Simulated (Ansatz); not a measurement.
# Mg27S26Cl: the cost of one run

Computed with Ansatz 0.2.0 (DFT, PBE, plane-wave PAW, default files, scalar-relativistic, as far as a step names no other, unless a step's input says otherwise).

### 1 The system as given

The structure is cubic, space group Fm-3m (No. 225). The conventional cell has a = 15.626 Å, b = 15.626 Å, c = 15.626 Å, α = 90.00°, β = 90.00°, γ = 90.00°. Mg (site symmetry 3m) has 6 S at 2.60 Å as nearest neighbours. Mg (site symmetry 4mm) has 5 S at 2.60 Å and 1 Cl at 2.60 Å as nearest neighbours. Mg (site symmetry mm2) has 6 S at 2.60 Å as nearest neighbours. Around Mg (site symmetry m-3m) lie 6 S at 2.60 Å. Around Cl (site symmetry m-3m) lie 6 Mg at 2.60 Å. S (site symmetry mm2) has 6 Mg at 2.60 Å as nearest neighbours. S (site symmetry 3m) is surrounded by 6 Mg at 2.60 Å. S (site symmetry 4mm) has 6 Mg at 2.60 Å as nearest neighbours.

Coordinates:

```
CELL_PARAMETERS angstrom
0.00000 7.81319 7.81319
7.81319 0.00000 7.81319
7.81319 7.81319 0.00000
ATOMIC_POSITIONS crystal
Mg 0.00000 0.00000 0.00000
Mg 0.00000 0.00000 0.33333
Mg 0.00000 0.00000 0.66667
Mg 0.00000 0.33333 0.00000
Mg 0.00000 0.33333 0.33333
Mg 0.00000 0.33333 0.66667
Mg 0.00000 0.66667 0.00000
Mg 0.00000 0.66667 0.33333
Mg 0.00000 0.66667 0.66667
Mg 0.33333 0.00000 0.00000
Mg 0.33333 0.00000 0.33333
Mg 0.33333 0.00000 0.66667
Mg 0.33333 0.33333 0.00000
Mg 0.33333 0.33333 0.33333
Mg 0.33333 0.33333 0.66667
Mg 0.33333 0.66667 0.00000
Mg 0.33333 0.66667 0.33333
Mg 0.33333 0.66667 0.66667
Mg 0.66667 0.00000 0.00000
Mg 0.66667 0.00000 0.33333
Mg 0.66667 0.00000 0.66667
Mg 0.66667 0.33333 0.00000
Mg 0.66667 0.33333 0.33333
Mg 0.66667 0.33333 0.66667
Mg 0.66667 0.66667 0.00000
Mg 0.66667 0.66667 0.33333
Mg 0.66667 0.66667 0.66667
Cl 0.16667 0.16667 0.16667
S 0.16667 0.16667 0.50000
S 0.16667 0.16667 0.83333
S 0.16667 0.50000 0.16667
S 0.16667 0.50000 0.50000
S 0.16667 0.50000 0.83333
S 0.16667 0.83333 0.16667
S 0.16667 0.83333 0.50000
S 0.16667 0.83333 0.83333
S 0.50000 0.16667 0.16667
S 0.50000 0.16667 0.50000
S 0.50000 0.16667 0.83333
S 0.50000 0.50000 0.16667
S 0.50000 0.50000 0.50000
S 0.50000 0.50000 0.83333
S 0.50000 0.83333 0.16667
S 0.50000 0.83333 0.50000
S 0.50000 0.83333 0.83333
S 0.83333 0.16667 0.16667
S 0.83333 0.16667 0.50000
S 0.83333 0.16667 0.83333
S 0.83333 0.50000 0.16667
S 0.83333 0.50000 0.50000
S 0.83333 0.50000 0.83333
S 0.83333 0.83333 0.16667
S 0.83333 0.83333 0.50000
S 0.83333 0.83333 0.83333
```

Atom 28 of the input is the impurity.

### 2 Single point at the given positions

input.yaml reads:

```yaml
crystal:
  lattice:
    - [0.0, 7.8131926668, 7.8131926668]
    - [7.8131926668, 0.0, 7.8131926668]
    - [7.8131926668, 7.8131926668, 0.0]
  atoms:
    - { symbol: Mg, position: [0.0, 0.0, 0.0] }
    - { symbol: Mg, position: [0.0, 0.0, 0.3333333333] }
    - { symbol: Mg, position: [0.0, 0.0, 0.6666666667] }
    - { symbol: Mg, position: [0.0, 0.3333333333, 0.0] }
    - { symbol: Mg, position: [0.0, 0.3333333333, 0.3333333333] }
    - { symbol: Mg, position: [0.0, 0.3333333333, 0.6666666667] }
    - { symbol: Mg, position: [0.0, 0.6666666667, 0.0] }
    - { symbol: Mg, position: [0.0, 0.6666666667, 0.3333333333] }
    - { symbol: Mg, position: [0.0, 0.6666666667, 0.6666666667] }
    - { symbol: Mg, position: [0.3333333333, 0.0, 0.0] }
    - { symbol: Mg, position: [0.3333333333, 0.0, 0.3333333333] }
    - { symbol: Mg, position: [0.3333333333, 0.0, 0.6666666667] }
    - { symbol: Mg, position: [0.3333333333, 0.3333333333, 0.0] }
    - { symbol: Mg, position: [0.3333333333, 0.3333333333, 0.3333333333] }
    - { symbol: Mg, position: [0.3333333333, 0.3333333333, 0.6666666667] }
    - { symbol: Mg, position: [0.3333333333, 0.6666666667, 0.0] }
    - { symbol: Mg, position: [0.3333333333, 0.6666666667, 0.3333333333] }
    - { symbol: Mg, position: [0.3333333333, 0.6666666667, 0.6666666667] }
    - { symbol: Mg, position: [0.6666666667, 0.0, 0.0] }
    - { symbol: Mg, position: [0.6666666667, 0.0, 0.3333333333] }
    - { symbol: Mg, position: [0.6666666667, 0.0, 0.6666666667] }
    - { symbol: Mg, position: [0.6666666667, 0.3333333333, 0.0] }
    - { symbol: Mg, position: [0.6666666667, 0.3333333333, 0.3333333333] }
    - { symbol: Mg, position: [0.6666666667, 0.3333333333, 0.6666666667] }
    - { symbol: Mg, position: [0.6666666667, 0.6666666667, 0.0] }
    - { symbol: Mg, position: [0.6666666667, 0.6666666667, 0.3333333333] }
    - { symbol: Mg, position: [0.6666666667, 0.6666666667, 0.6666666667] }
    - { symbol: Cl, position: [0.1666666667, 0.1666666667, 0.1666666667] }
    - { symbol: S, position: [0.1666666667, 0.1666666667, 0.5] }
    - { symbol: S, position: [0.1666666667, 0.1666666667, 0.8333333333] }
    - { symbol: S, position: [0.1666666667, 0.5, 0.1666666667] }
    - { symbol: S, position: [0.1666666667, 0.5, 0.5] }
    - { symbol: S, position: [0.1666666667, 0.5, 0.8333333333] }
    - { symbol: S, position: [0.1666666667, 0.8333333333, 0.1666666667] }
    - { symbol: S, position: [0.1666666667, 0.8333333333, 0.5] }
    - { symbol: S, position: [0.1666666667, 0.8333333333, 0.8333333333] }
    - { symbol: S, position: [0.5, 0.1666666667, 0.1666666667] }
    - { symbol: S, position: [0.5, 0.1666666667, 0.5] }
    - { symbol: S, position: [0.5, 0.1666666667, 0.8333333333] }
    - { symbol: S, position: [0.5, 0.5, 0.1666666667] }
    - { symbol: S, position: [0.5, 0.5, 0.5] }
    - { symbol: S, position: [0.5, 0.5, 0.8333333333] }
    - { symbol: S, position: [0.5, 0.8333333333, 0.1666666667] }
    - { symbol: S, position: [0.5, 0.8333333333, 0.5] }
    - { symbol: S, position: [0.5, 0.8333333333, 0.8333333333] }
    - { symbol: S, position: [0.8333333333, 0.1666666667, 0.1666666667] }
    - { symbol: S, position: [0.8333333333, 0.1666666667, 0.5] }
    - { symbol: S, position: [0.8333333333, 0.1666666667, 0.8333333333] }
    - { symbol: S, position: [0.8333333333, 0.5, 0.1666666667] }
    - { symbol: S, position: [0.8333333333, 0.5, 0.5] }
    - { symbol: S, position: [0.8333333333, 0.5, 0.8333333333] }
    - { symbol: S, position: [0.8333333333, 0.8333333333, 0.1666666667] }
    - { symbol: S, position: [0.8333333333, 0.8333333333, 0.5] }
    - { symbol: S, position: [0.8333333333, 0.8333333333, 0.8333333333] }
total_charge: 1
kpoints:
  mp_grid: { grid: [2, 2, 2] }
scf:
  occupations: { method: fermi_dirac, width: 0.01 }
hamiltonian:
  xc: pbe
  pseudopotentials: { kind: paw }
output:
  forces: true
  stress: true
  populations: true
  efg:
    quadrupole_moments_barn: { Mg: 0.1994, Cl: -0.08112, S: -0.0694 }
    contact_densities: true
```

Run with:

```
$ ansatz run input.yaml --threads 1 --pin off --max-ram 3072MiB --backend cpu --events-out ev --progress --plain --runs-dir out
```

Q: Estimate wall time and peak memory on 1 thread of Arm Neoverse V2, shared host.

About 82 s, with a peak of 1.7 GiB.
